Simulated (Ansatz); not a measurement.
# TaV (Cmmm) in Ansatz: further runs, part 2 of 2

Ansatz 0.2.0. The steps go on from the part before.

## 3. Relaxation of cell and atoms, LDA, collinear spin, ferromagnetic start, target pressure 2 GPa, at which the enthalpy is minimised

Input file input.yaml:

```yaml
crystal:
  lattice:
    - [1.6067, -2.307775, 0.0]
    - [1.6067, 2.307775, 0.0]
    - [0.0, 0.0, 4.341361]
  atoms:
    - { symbol: Ta, position: [0.0, 0.0, 0.0] }
    - { symbol: V, position: [0.5, 0.5, 0.5], spin: 2.0 }
kpoints:
  mp_grid: { grid: [7, 7, 5] }
scf:
  occupations: { method: fermi_dirac, width: 0.05 }
hamiltonian:
  xc: lda
  pseudopotentials: { kind: all_electron, lapw: { basis_error: 0.001 } }
magnetization:
  spin_polarized: true
output:
  forces: true
  stress: true
relax:
  f_tol: 0.005
  max_steps: 60
  cell: { p_target: 2.0 }
```

Potentials or basis: all-electron LAPW, scalar-relativistic.

On the command line:

```bash
ansatz run input.yaml --threads 2 --pin off --max-ram 6144MiB --backend cpu --events-out ev --progress --plain --runs-dir out
```

What it wrote:

```text
Warning: RAYON_NUM_THREADS=2 ignored (pool sized by the plan → 2); use --threads N
The last accepted step is kept in <dir> (removed where the run ends without a failure and the disk answers)
LAPW: plane waves up to 8.827 Å⁻¹, error target 1.0e-3 eV per atom; small_component_spin mean_spin; V in spheres of 1.256 Å, 13 of its electrons in bands, Dirac shells []; Ta in spheres of 1.364 Å, 43 of its electrons in bands, Dirac shells [] (how accurate: hamiltonian.pseudopotentials.lapw.basis_error, Limitations)
Engine: ansatz 0.2.0, aarch64-unknown-linux-gnu
Pseudopotentials: kind: all_electron
Pseudopotential: Ta, LAPW, valence charge 43, lapw/all_electron/scalar/gaussian/Ta, Koelling and Harmon's equation, gaussian nucleus
Pseudopotential: V, LAPW, valence charge 13, lapw/all_electron/scalar/gaussian/V, Koelling and Harmon's equation, gaussian nucleus
Functional definition: SPW92
  exchange = slater_x
  correlation = pw_c
Crystal: 2 atoms, lattice volume = 32.195 Å³
Basis set: ecut = 296.8420943256862 eV, 367 PW (Γ), exchange–correlation at level 2
Bands: 35, of which v1, the nominal top of the filled ones, is band 28 counted from 1 (27 counted from 0)
Symmetry: 8 space group operations
Space group: Cmmm (ITA 65), of the structure as read, at distance tolerance 3.2e-5 Å
Magnetic group: BNS 65.481 (UNI 579), of the structure as read, at distance tolerance 3.2e-5 Å
k-points: 48 of 245
Non-local potential: Ta, projectors of the file, none
Non-local potential: V, projectors of the file, none
Initial density: superposition of atomic densities (chi_scale 0.1, normalization cell)
Starting moments: Σ|m| = 2 μB on 1 of 2 sites
Initial wavefunctions: plane waves of lowest kinetic energy (no species holds an atomic orbital)
Functional: x = slater, c = lda
iter 1 solved again at ethr=8.17e-4 eV; its pass at ethr=1.00e-1 eV (dr2=4.57e-1 eV) is discarded
SCF iter   1: F=—  HF=-450099.432708 eV  |F-HF|=—  |Δ(HF+E_count)|=         —  Δρ=2.28e-2 (↑2.28e-2 ↓2.04e-2)  dr2=4.58e-1  dr2_m=6.84e-2  M=1.335 μB ∫|m|=1.612 μB  β_m=0.30  ethr=8.17e-4  ⟨swp⟩=2.3  Hψ=20509  notcnv=0
Mixer restart at iter 1: flushing history
preconditioner: auto → Kerker (q_TF=auto, 2.992 Å⁻¹)  [metal: Δε(μ)=0.050 eV  Ē_g=22.522 eV  σ=0.050 eV  W_gap=0.24  n_scr=18 (ndim 8)  ℏωp=39.3 eV  f_vac=0.000  D(μ)=2.38/eV (n_scr^D=22)]
spin=Collinear: Kerker preconditioning applied to the charge; magnetization (m = ρ↑ − ρ↓) channel mixes plain (no charge-response kernel on spin).
SCF iter   2: F=—  HF=-450099.311071 eV  |F-HF|=—  |Δ(HF+E_count)|=   1.22e-1  Δρ=1.75e-2 (↑1.75e-2 ↓1.48e-2)  dr2=1.40e-1  dr2_m=4.92e-2  M=1.238 μB ∫|m|=1.528 μB  β_m=0.59  ethr=8.17e-4  ⟨swp⟩=2.0  Hψ=10561  notcnv=0
SCF iter   3: F=—  HF=-450099.802087 eV  |F-HF|=—  |Δ(HF+E_count)|=         —  Δρ=2.60e-2 (↑2.24e-2 ↓2.60e-2)  dr2=8.32e-2  dr2_m=1.66e-1  M=0.523 μB ∫|m|=0.583 μB  β_m=0.59  ethr=2.50e-4  ⟨swp⟩=2.0  Hψ=10364  notcnv=0
Mixer restart at iter 3: flushing history
SCF iter   4: F=—  HF=-450099.686551 eV  |F-HF|=—  |Δ(HF+E_count)|=   1.16e-1  Δρ=1.45e-2 (↑1.45e-2 ↓9.97e-3)  dr2=1.91e-2  dr2_m=4.28e-2  M=0.450 μB ∫|m|=0.485 μB  β_m=0.79  ethr=1.49e-4  ⟨swp⟩=2.0  Hψ=10392  notcnv=0
SCF iter   5: F=—  HF=-450099.861581 eV  |F-HF|=—  |Δ(HF+E_count)|=   1.75e-1  Δρ=1.22e-2 (↑5.01e-3 ↓1.22e-2)  dr2=2.57e-1  dr2_m=7.40e-3  M=0.337 μB ∫|m|=0.340 μB  β_m=0.64  ethr=3.40e-5  ⟨swp⟩=3.0  Hψ=11395  notcnv=0
iter 6 solved again at ethr=3.06e-6 eV; its pass at ethr=3.40e-5 eV (dr2=1.71e-3 eV) is discarded
SCF iter   6: F=—  HF=-450099.628193 eV  |F-HF|=—  |Δ(HF+E_count)|=   2.33e-1  Δρ=2.15e-3 (↑2.15e-3 ↓1.21e-3)  dr2=1.71e-3  dr2_m=5.71e-4  M=0.281 μB ∫|m|=0.282 μB  β_m=0.51  ethr=3.06e-6  ⟨swp⟩=2.0  Hψ=17207  notcnv=0
SCF iter   7: F=—  HF=-450099.626121 eV  |F-HF|=—  |Δ(HF+E_count)|=         —  Δρ=1.10e-3 (↑9.74e-4 ↓1.10e-3)  dr2=5.37e-4  dr2_m=2.45e-4  M=0.260 μB ∫|m|=0.261 μB  β_m=0.75  ethr=3.06e-6  ⟨swp⟩=2.2  Hψ=9947  notcnv=0
the basis was enlarged: its passes take 459.4 KiB over the memory plan, 2 of 2 planned eigensolver slots
SCF iter   8: F=—  HF=-450099.626415 eV  |F-HF|=—  |Δ(HF+E_count)|=   2.94e-4  Δρ=7.00e-4 (↑6.41e-4 ↓7.00e-4)  dr2=1.01e-4  dr2_m=1.22e-4  M=0.199 μB ∫|m|=0.199 μB  β_m=0.88  ethr=9.60e-7  ⟨swp⟩=2.0  Hψ=9924  notcnv=0
SCF iter   9: F=—  HF=-450099.626513 eV  |F-HF|=—  |Δ(HF+E_count)|=   9.85e-5  Δρ=3.88e-4 (↑3.63e-4 ↓3.88e-4)  dr2=3.67e-6  dr2_m=4.07e-5  M=0.138 μB ∫|m|=0.138 μB  β_m=0.94  ethr=1.81e-7  ⟨swp⟩=3.0  Hψ=10304  notcnv=0
[... 98 lines left out ...]
relax step   6: F+E_penalty+E_count = -450099.71677180 eV  Δ(F+E_penalty+E_count) = -3.583e-5 eV  max|allowed force component| = 2.958e-31 eV/Å  Δτ_max = 0.0000 Å  P = +2.009 GPa  Ω = 29.724 Å³  (6 SCF iters, accepted)
iter 1 solved again at ethr=2.39e-12 eV; its pass at ethr=1.00e-1 eV (dr2=1.34e-9 eV) is discarded
SCF iter   1: F=—  HF=-450099.716771 eV  |F-HF|=—  |Δ(HF+E_count)|=         —  Δρ=6.73e-7 (↑6.73e-7 ↓6.73e-7)  dr2=6.08e-10  dr2_m=1.17e-19  M=0.000 μB ∫|m|=0.000 μB  β_m=0.65  ethr=1.21e-11 (applied; sched 2.39e-12)  ⟨swp⟩=4.8  Hψ=23700  notcnv=0  trunc=24  reapply=64
preconditioner: auto → none  [metal: Δε(μ)=0.016 eV  Ē_g=23.346 eV  σ=0.050 eV  W_gap=0.08  n_scr=6 (ndim 8)  ℏωp=40.9 eV  f_vac=0.000  D(μ)=3.29/eV (n_scr^D=42)]
SCF iter   2: F=—  HF=-450099.716771 eV  |F-HF|=—  |Δ(HF+E_count)|=   5.65e-9  Δρ=3.02e-7 (↑3.02e-7 ↓3.02e-7)  dr2=1.43e-10  dr2_m=9.50e-20  M=0.000 μB ∫|m|=0.000 μB  β_m=0.44  ethr=8.64e-12 (applied; sched 1.09e-12)  ⟨swp⟩=2.1  Hψ=9930  notcnv=0
SCF iter   3: F=-450099.716771 eV  HF=-450099.716771 eV  |F-HF|=2.50e-8  |Δ(HF+E_count)|=   4.19e-9  Δρ=2.22e-6 (↑2.22e-6 ↓2.22e-6)  dr2=1.67e-8  dr2_m=2.32e-20  M=0.000 μB ∫|m|=0.000 μB  ethr=8.56e-12 (applied; sched 1.00e-12)  ⟨swp⟩=2.0  Hψ=9920  notcnv=0
the starting moments were not kept: the SCF closed with an absolute magnetisation of 5.0e-10 μB, where they sum to 2 μB in size (1 site). That is at most 0.1 of that sum. Measured as dr2_m measures the in/out step, that magnetisation stands 4.0e-20 eV from none, at or under the dr2_threshold of 1.0e-7 eV: it is no larger than a step whose dr2_m would equal this threshold.
SCF 7 converged in 3 iterations: F = -450099.716771 eV  dr2 = 1.67e-8
relax step   7: F+E_penalty+E_count = -450099.71677143 eV  Δ(F+E_penalty+E_count) = +3.695e-7 eV  max|allowed force component| = 1.233e-32 eV/Å  Δτ_max = 0.0000 Å  P = +2.009 GPa  Ω = 29.724 Å³  stress off target by 4.25e-2 GPa  SCF on the basis re-selected at this cell (its energy is not comparable with the rows above)  (3 SCF iters)
basis re-selected at this cell: Δ(F+E_penalty+E_count) = +3.695e-7 eV, ΔP = -0.000 GPa vs the last step (what re-selecting the basis moved, after the strain that the cell walked since its last selection, with what the two solves' SCF thresholds leave and, on support functions, any second-order correction that the steps lacked; it is no measure of the basis error at this ecutwfc). This SCF's stress stands 4.25e-2 GPa from its target on what of the cell is left free (relax.cell.stress_tol is 5.00e-2 GPa) and its largest allowed force component is 1.23e-32 eV/Å (relax.f_tol is 5.00e-3 eV/Å): within both
SCF converged after 3 iterations
Magnetization: 0.0000 μB (28.0000 up, 28.0000 down)
Absolute magnetization: 0.0000 μB (∫|ρ↑−ρ↓|)
Spin contamination: 0.0000 ħ² per cell (⟨S²⟩ above its minimum at these occupations)
Per-site moments (μB) at R_I (Å): [(5.402966962719802e-11, 1.3279951105984662), (3.468620946023293e-10, 1.2227982132748723)]
Free energy (F): -450099.716771 eV
Harris-Foulkes:  -450099.716771 eV  (|F-HF|=2.50e-8)
Internal energy: -450099.689921 eV  (E = F + TS)
E sigma→0 (E₀):  -450099.703346 eV
Entropy (-TS):   -0.026850 eV (-13.425 meV/atom)
Fermi energy:    22.532237 eV
--- Per-component energies (eV) ---
  E_band       = -4207.728727
  E_kinetic    = 499573.583280
  E_xc         = -9557.251679
  E_electrostatic = -940116.021523  (all electrons and nuclei)
  E_smearing   = -0.026850  (= −TS)
  E_closure    = 0.000000  (closes the sum)
  E_atoms      = -450079.639642  (free atoms, spherical and without spin; not in F)
  Σ components = -450099.716771   (vs F -450099.716771, Δ=0.00e0)
  Basis errors (estimates in eV, not in F): energy 2.8e-4 per atom: plane waves 2.4e-4 (1.3e-4 summed), levels above the bands 3.2e-44, relativity 1.1e-8, radial functions 3.9e-5, core shells 6.4e-7; eigenvalues (radial functions only) 4.1e-7; not estimated: angular momenta, meshes, grids; target (lapw.basis_error) 1.0e-3; muffin-tin radii V 1.223 Å, Ta 1.328 Å
--- Forces (eV/Å), atoms counted from 1 ---
  atom   1  Ta     0.00000000     0.00000000     0.00000000
  atom   2  V      0.00000000     0.00000000     0.00000000
  max |Σ_I F_I| component: 2.47e-32 eV/Å
--- Stress (GPa, compression-positive) ---
        2.042470       0.000000       0.000000
        0.000000       2.006419      -0.000000
        0.000000      -0.000000       1.977685
  P = ⅓ Tr σ = 2.0089 GPa (20.089 kbar)
--- Relaxed structure (6 steps of the walk, 6 accepted, 1 SCFs on fresh bases) ---
  F+E_penalty+E_count = -450099.71677143 eV   max|allowed force component| = 1.233e-32 eV/Å   (the final SCF, on the basis selected at the relaxed cell)
  cell:  # Å, volume = 29.7239 Å³
    - [1.5586082215356671, -2.255418911391781, 5.0033293946562686e-18]
    - [1.5586082215356671, 2.255418911391781, 5.0033293946562686e-18]
    - [1.3519175393112797e-17, -1.3141401143441993e-34, 4.227766896443932]
  atoms:
    - { symbol: Ta, position: [5.618843974802494e-36, 5.618843974802494e-36, 2.3182538441796384e-69] }
    - { symbol: V, position: [0.5, 0.5, 0.5000000000000001] }
```

Run time: 1.9 min. Hardware: 2 threads of Arm Neoverse V1, shared host; peak memory 0.55 GiB.

What came out:

```
Free energy                                            : -450099.7168 eV
Relaxed volume                                         : 14.86 Å³/atom
Relaxed cell                                           : a = 2.742 Å, b = 2.742 Å, c = 4.228 Å, α = 90.00°, β = 90.00°, γ = 110.71°
Space group after relaxing (to 0.05 Å)                 : Cmmm (No. 65)
Energy change on relaxing (the enthalpy is what falls) : -45.1 meV/atom
Ionic steps                                            : 7
Pressure after relaxing                                : 2.0 GPa
Net moment                                             : 0.00 μB per cell
Absolute moment                                        : 0.00 μB per cell
```

The path:
```csv
step,energy change (eV),largest force (eV/Å),volume (Å³)
1,0.0000,0.0000,32.19
2,-0.0051,0.0000,28.13
3,-0.0916,0.0000,29.93
4,-0.0902,0.0000,29.73
5,-0.0902,0.0000,29.72
6,-0.0902,0.0000,29.72
7,-0.0902,0.0000,29.72
```

Final structure:
```
Ta V
1.0
     1.55861   -2.25542    0.00000
     1.55861    2.25542    0.00000
     0.00000    0.00000    4.22777
Ta V
1 1
Cartesian
  0.0000 0.0000 0.0000
  1.5586 0.0000 2.1139
```

Caveat: the k mesh is thin for a metal, which can move the energy by tens of meV per atom; the starting moments weren't kept.

## 4. Relaxation of cell and atoms, LDA, collinear spin, ferromagnetic start, target pressure 5 GPa, at which the enthalpy is minimised

input.yaml, as its differences from that of step 3:

```diff
@@ -23,2 +23,2 @@
   max_steps: 60
-  cell: { p_target: 2.0 }
+  cell: { p_target: 5.0 }
```

Potentials or basis: all-electron LAPW, scalar-relativistic.

On the command line:

```bash
ansatz run input.yaml --threads 2 --pin off --max-ram 6144MiB --backend cpu --events-out ev --progress --plain --runs-dir out
```

What it wrote:

```text
Warning: RAYON_NUM_THREADS=2 ignored (pool sized by the plan → 2); use --threads N
The last accepted step is kept in <dir> (removed where the run ends without a failure and the disk answers)
LAPW: plane waves up to 8.827 Å⁻¹, error target 1.0e-3 eV per atom; small_component_spin mean_spin; V in spheres of 1.256 Å, 13 of its electrons in bands, Dirac shells []; Ta in spheres of 1.364 Å, 43 of its electrons in bands, Dirac shells [] (how accurate: hamiltonian.pseudopotentials.lapw.basis_error, Limitations)
Engine: ansatz 0.2.0, aarch64-unknown-linux-gnu
Pseudopotentials: kind: all_electron
Pseudopotential: Ta, LAPW, valence charge 43, lapw/all_electron/scalar/gaussian/Ta, Koelling and Harmon's equation, gaussian nucleus
Pseudopotential: V, LAPW, valence charge 13, lapw/all_electron/scalar/gaussian/V, Koelling and Harmon's equation, gaussian nucleus
Functional definition: SPW92
  exchange = slater_x
  correlation = pw_c
Crystal: 2 atoms, lattice volume = 32.195 Å³
Basis set: ecut = 296.8420943256862 eV, 367 PW (Γ), exchange–correlation at level 2
Bands: 35, of which v1, the nominal top of the filled ones, is band 28 counted from 1 (27 counted from 0)
Symmetry: 8 space group operations
Space group: Cmmm (ITA 65), of the structure as read, at distance tolerance 3.2e-5 Å
Magnetic group: BNS 65.481 (UNI 579), of the structure as read, at distance tolerance 3.2e-5 Å
k-points: 48 of 245
Non-local potential: Ta, projectors of the file, none
Non-local potential: V, projectors of the file, none
Initial density: superposition of atomic densities (chi_scale 0.1, normalization cell)
Starting moments: Σ|m| = 2 μB on 1 of 2 sites
Initial wavefunctions: plane waves of lowest kinetic energy (no species holds an atomic orbital)
Functional: x = slater, c = lda
iter 1 solved again at ethr=8.17e-4 eV; its pass at ethr=1.00e-1 eV (dr2=4.57e-1 eV) is discarded
SCF iter   1: F=—  HF=-450099.432708 eV  |F-HF|=—  |Δ(HF+E_count)|=         —  Δρ=2.28e-2 (↑2.28e-2 ↓2.04e-2)  dr2=4.58e-1  dr2_m=6.84e-2  M=1.335 μB ∫|m|=1.612 μB  β_m=0.30  ethr=8.17e-4  ⟨swp⟩=2.3  Hψ=20509  notcnv=0
[... 124 lines left out ...]
Spin contamination: 0.0000 ħ² per cell (⟨S²⟩ above its minimum at these occupations)
Per-site moments (μB) at R_I (Å): [(2.2808421817899216e-11, 1.321955551388836), (-3.2800961946577445e-10, 1.217237076677633)]
Free energy (F): -450099.707983 eV
Harris-Foulkes:  -450099.707983 eV  (|F-HF|=6.35e-8)
Internal energy: -450099.681952 eV  (E = F + TS)
E sigma→0 (E₀):  -450099.694968 eV
Entropy (-TS):   -0.026031 eV (-13.016 meV/atom)
Fermi energy:    22.878337 eV
--- Per-component energies (eV) ---
  E_band       = -4186.941602
  E_kinetic    = 499575.197949
  E_xc         = -9557.716369
  E_electrostatic = -940117.163532  (all electrons and nuclei)
  E_smearing   = -0.026031  (= −TS)
  E_closure    = 0.000000  (closes the sum)
  E_atoms      = -450079.639642  (free atoms, spherical and without spin; not in F)
  Σ components = -450099.707983   (vs F -450099.707983, Δ=0.00e0)
  Basis errors (estimates in eV, not in F): energy 2.9e-4 per atom: plane waves 2.5e-4 (1.3e-4 summed), levels above the bands 9.2e-45, relativity 1.2e-8, radial functions 3.9e-5, core shells 7.3e-7; eigenvalues (radial functions only) 4.1e-7; not estimated: angular momenta, meshes, grids; target (lapw.basis_error) 1.0e-3; muffin-tin radii V 1.217 Å, Ta 1.322 Å
--- Forces (eV/Å), atoms counted from 1 ---
  atom   1  Ta    -0.00000000     0.00000000     0.00000000
  atom   2  V      0.00000000    -0.00000000     0.00000000
  max |Σ_I F_I| component: 4.93e-32 eV/Å
--- Stress (GPa, compression-positive) ---
        4.975052       0.000000       0.000000
        0.000000       5.019147      -0.000000
        0.000000      -0.000000       5.008921
  P = ⅓ Tr σ = 5.0010 GPa (50.010 kbar)
--- Relaxed structure (6 steps of the walk, 6 accepted, 1 SCFs on fresh bases) ---
  F+E_penalty+E_count = -450099.70798340 eV   max|allowed force component| = 7.396e-32 eV/Å   (the final SCF, on the basis selected at the relaxed cell)
  cell:  # Å, volume = 29.3202 Å³
    - [1.5535675934353719, -2.244983555218501, 5.785268309854466e-18]
    - [1.5535675934353719, 2.244983555218501, 5.785268309854457e-18]
    - [1.563200237439353e-17, -9.198980800409396e-33, 4.203325547054458]
  atoms:
    - { symbol: Ta, position: [9.540706617164437e-34, 9.550486379721788e-34, -5.934729841099874e-67] }
    - { symbol: V, position: [0.5, 0.5, 0.49999999999999994] }
```

Wall time 1.8 min (2 threads of Arm Neoverse V1, shared host); peak memory 0.55 GiB.

What came out:

```
Free energy                                            : -450099.7080 eV
Relaxed volume                                         : 14.66 Å³/atom
Relaxed cell                                           : a = 2.730 Å, b = 2.730 Å, c = 4.203 Å, α = 90.00°, β = 90.00°, γ = 110.63°
Space group after relaxing (to 0.05 Å)                 : Cmmm (No. 65)
Energy change on relaxing (the enthalpy is what falls) : -40.7 meV/atom
Ionic steps                                            : 7
Pressure after relaxing                                : 5.0 GPa
Net moment                                             : 0.00 μB per cell
Absolute moment                                        : 0.00 μB per cell
```

Step by step:
```
step  energy change (eV)  largest force (eV/Å)  volume (Å³)
   1              0.0000                0.0000        32.19
   2              0.0011                0.0000        28.06
   3             -0.0861                0.0000        29.50
   4             -0.0819                0.0000        29.34
   5             -0.0813                0.0000        29.32
   6             -0.0814                0.0000        29.32
   7             -0.0814                0.0000        29.32
```

Final structure:
```yaml
crystal:
  lattice:
    - [1.55357, -2.24498, 0.00000]
    - [1.55357, 2.24498, 0.00000]
    - [0.00000, 0.00000, 4.20333]
  atoms:
    - { symbol: Ta, position: [0.00000, 0.00000, 0.00000] }
    - { symbol: V, position: [0.50000, 0.50000, 0.50000] }
```

Caveat: the k mesh is thin for a metal, which can move the energy by tens of meV per atom; the starting moments weren't kept. Spin-orbit coupling is left out, which matters for the levels of Ta.

## 5. Summary

| cell | pressure (GPa) | moment (μB) |
| --- | --- | --- |
| relaxed | 0.0 | 0.00 |
| relaxed to 2 GPa | 2.0 | 0.00 |
| relaxed to 5 GPa | 5.0 | 0.00 |

Alike in all rows: task relaxation of cell and atoms; level LDA; potentials or basis all-electron LAPW, scalar-relativistic; spin collinear, ferromagnetic start; k mesh 7 × 7 × 5; smearing fermi-dirac 0.05 eV; basis error allowed 0.001 eV/atom.

Caveats: the k mesh is thin for a metal, which can move the energy by tens of meV per atom; the starting moments weren't kept.

Compare energies only between runs with the same functional and basis.
